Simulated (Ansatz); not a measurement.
**C3H8Cl2InN: basis-set convergence**

One table from this session's results is given with a row withheld; the runs are named, their logs left out.

Program: Ansatz 0.2.0, Gaussian basis. Level of theory: one geometry, several basis sets. These are calculated values, not measurements.

The runs, in order: PBE0-D4/def2-SVP; ωB97M-V/def2-SVP; PBE0-D4/def2-QZVPP; ωB97M-V/def2-QZVPP; the functionals' def2-TZVPP values are taken from earlier runs.

### Structure used throughout

An earlier PBE0-D4 in a triple-zeta def2 set relaxation fixed the geometry. In takes the def2 core potential; no spin-orbit term is included.

15 atoms, charge 0, spin multiplicity 1.

Atoms are counted from 1 here; the program's logs count them from 0.

Bond lengths: C1–C2 1.522 Å, C1–H8 1.093 Å, C1–H9 1.096 Å, C1–H10 1.093 Å, C2–C3 1.516 Å, C2–N4 1.457 Å, C2–H11 1.099 Å, C3–H12 1.092 Å, C3–H13 1.092 Å, C3–H14 1.096 Å, N4–In5 2.004 Å, N4–H15 1.012 Å, In5–Cl6 2.311 Å, In5–Cl7 2.317 Å. Angles: C2–C1–H8 111.5°, C2–C1–H9 110.1°, C2–C1–H10 111.1°, H8–C1–H9 107.8°, H8–C1–H10 108.1°, H9–C1–H10 108.1°, C1–C2–C3 111.4°, C1–C2–N4 113.3°, C1–C2–H11 108.0°, C3–C2–N4 110.1°, C3–C2–H11 107.7°, N4–C2–H11 106.0°, C2–C3–H12 110.8°, C2–C3–H13 110.8°, C2–C3–H14 111.0°, H12–C3–H13 108.5°, H12–C3–H14 107.3°, H13–C3–H14 108.3° and more.

Set-up of the first run:

in.yaml reads:

```yaml
crystal:
  periodic: [false, false, false]
  atoms:
    - {symbol: C, position_ang: [-1.663038, 0.162309, 0.027387]}
    - {symbol: C, position_ang: [-0.450564, -0.753001, 0.125896]}
    - {symbol: C, position_ang: [0.266610, -0.579102, 1.450415]}
    - {symbol: N, position_ang: [0.487792, -0.589143, -0.976982]}
    - {symbol: In, position_ang: [1.655031, 1.018226, -1.242147]}
    - {symbol: Cl, position_ang: [2.375536, 2.522898, 0.357615]}
    - {symbol: Cl, position_ang: [2.596191, 1.305171, -3.340282]}
    - {symbol: H, position_ang: [-2.388436, -0.047076, 0.818359]}
    - {symbol: H, position_ang: [-1.353987, 1.209463, 0.124377]}
    - {symbol: H, position_ang: [-2.167025, 0.044843, -0.934968]}
    - {symbol: H, position_ang: [-0.804903, -1.792172, 0.070910]}
    - {symbol: H, position_ang: [-0.409382, -0.771902, 2.285763]}
    - {symbol: H, position_ang: [1.113932, -1.263260, 1.525019]}
    - {symbol: H, position_ang: [0.639820, 0.444748, 1.563806]}
    - {symbol: H, position_ang: [0.102412, -0.911993, -1.855157]}
basis:
  gaussian: {orbitals: def2-SVP}
hamiltonian: {xc: pbe0, dispersion: d4}
output: {orbitals: {seedname: orbitals}}
```

The run is started by

```sh
ansatz run in.yaml --threads 2 --pin off --events-out ev --progress --plain --max-ram 32768MiB --backend cpu
```

Steps of the session up to this table: PBE0-D4 in def2-SVP; ωB97M-V in def2-SVP; PBE0-D4 in def2-QZVPP; ωB97M-V in def2-QZVPP.

One table of the session follows, with a row left open; its other results are not shown here.

It belongs to the step «Density functionals: the series». 

| functional | basis | HOMO (eV) | LUMO (eV) |
| --- | --- | --- | --- |
| PBE0-D4 | def2-SVP | -7.14 | -1.75 |
| PBE0-D4 | def2-TZVPP | -7.28 | -1.91 |
| PBE0-D4 | def2-QZVPP | -7.31 | -1.97 |
| ωB97M-V | def2-SVP | -9.39 | 0.24 |
| ωB97M-V | def2-TZVPP | ? | ? |
| ωB97M-V | def2-QZVPP | -9.60 | -0.18 |

Estimate the missing values for ωB97M-V, def2-TZVPP.

The run gave: HOMO (eV): -9.57; LUMO (eV): -0.02. In the column «HOMO (eV)» it lies between ωB97M-V, def2-QZVPP (-9.60) and ωB97M-V, def2-SVP (-9.39).
